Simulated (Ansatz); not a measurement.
# TlB2: the cost of one run

Computed with Ansatz 0.2.0 (DFT PBE, scalar-relativistic, plane waves, PAW, unless a step's input says otherwise).

**1. The system as given**

Symmetry: I4/mmm, No. 139, tetragonal system. The conventional cell has a = 3.209 Å, b = 3.209 Å, c = 7.873 Å, α = 90.00°, β = 90.00°, γ = 90.00°. Tl (site symmetry 4/mmm) is surrounded by 10 B at 2.61 to 2.64 Å. Around B (site symmetry 4mm) lie 5 B at 2.60 to 2.63 Å and 5 Tl at 2.61 to 2.64 Å.

Coordinates:

```xyz
3
Lattice="-1.6047 1.6047 3.9365 1.6047 -1.6047 3.9365 1.6047 1.6047 -3.9365" Properties=species:S:1:pos:R:3 pbc="T T T"
Tl    0.0000    0.0000    0.0000
B     0.0000    0.0000    5.2356
B     0.0000    0.0000    2.6375
```

This is candidate A: MoSi2 (C11b) type (I4/mmm, No. 139).

(A quick probe on a coarse mesh, which set the mesh and smearing, is not shown.)

**3. Rough relaxation on the coarse mesh (candidate A)**

input.yaml reads:

```yaml
crystal:
  lattice:
    - [-1.6046975262, 1.6046975262, 3.9365236189]
    - [1.6046975262, -1.6046975262, 3.9365236189]
    - [1.6046975262, 1.6046975262, -3.9365236189]
  atoms:
    - { symbol: Tl, position: [0.0, 0.0, 0.0] }
    - { symbol: B, position: [0.665, 0.665, 0.0] }
    - { symbol: B, position: [0.335, 0.335, 0.0] }
basis:
  ecutwfc: 420
kpoints:
  mp_grid: { grid: [8, 8, 8] }
hamiltonian:
  xc: pbe
scf:
  occupations: { method: gaussian, width: 0.1 }
  lower_state_search: "off"
output:
  forces: true
  stress: true
  eigenvalues: true
relax:
  adjacent_minimum: "off"
  f_tol: 0.04
  max_steps: 70
  cell: { stress_tol: 0.4 }
```

The run is started by

```bash
> ansatz run input.yaml --threads 1 --pin off --max-ram 2560MiB --backend cpu --events-out ev --progress --plain --runs-dir out
```

Q: Estimate wall time and peak memory on 1 thread of Arm Neoverse V2, shared host.

About 25 s, with a peak of 0.33 GiB.
